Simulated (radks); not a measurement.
**Tc⁺ inside a hard spherical wall**

The task here is to estimate one member of a computed series from the others.

Program: radks (a radial shooting solver on a logarithmic mesh, Libxc functionals) version 1. Level of theory: scalar-relativistic Kohn-Sham, LDA (Slater exchange, Perdew-Wang correlation), spin-polarised, spherical densities, finite nucleus; open shells are filled with parallel spins first. These are calculated values, not measurements, unless marked.

### Starting point

```
element            : technetium (Z = 43)
charge             : +1
electrons          : 42
configuration      : [Kr] 4d5 5s1
nuclear rms radius : 4.4112 fm
```

The outer shells:

Tc⁺
```
[Kr] core
4d [↑ ][↑ ][↑ ][↑ ][↑ ]
5s [↑ ]
```

Set-up of the first run:

Input:

```text
Z 43
configuration [Kr] 4d5 5s1 5p0 6s0 4f0
relativity scalar-relativistic
functional lda,pw
spin polarised
nucleus finite rms 4.4112 fm
c 137.035999084
```

Steps of the session up to this table: The free atom; Wall at 20 bohr; Wall at 12 bohr; Wall at 10 bohr; Wall at 8 bohr; Wall at 7 bohr; Wall at 5 bohr; Wall at 4 bohr; Wall at 2 bohr.

One of the session's tables, all rows but one given; the rest of the session is left out.

```
R (bohr)  E − E(free) (eV)  ε(5s) (eV)  ε(5p, empty) (eV)  ε(6s, empty) (eV)  ε(4f, empty) (eV)
    free                 ?           ?                  ?                  ?                  ?
      20             0.000     -12.431             -7.554             -3.175             -0.800
      12             0.000     -12.431             -7.553             -2.965             -0.038
      10             0.001     -12.430             -7.544             -2.471              0.601
       8             0.014     -12.401             -7.438             -0.762              1.932
       7             0.069     -12.308             -7.192              1.421              3.182
       5             1.483     -10.705             -4.341             15.511              8.907
       4             6.940      -6.133              2.275             38.700             16.044
       2            294.94      119.21             144.59             366.50             87.649
```

Q: Estimate the row for free from the others.

**Answer.** E − E(free) (eV): 0.000; ε(5s) (eV): -12.431; ε(5p, empty) (eV): -7.554; ε(6s, empty) (eV): -3.176; ε(4f, empty) (eV): -0.944.

In words: Eigenvalues are for spin up. From R = 2 bohr inwards the highest occupied level lies above zero, pushed up by confinement. Shells are not refilled when levels cross, and a hard wall is a model, not a crystal.
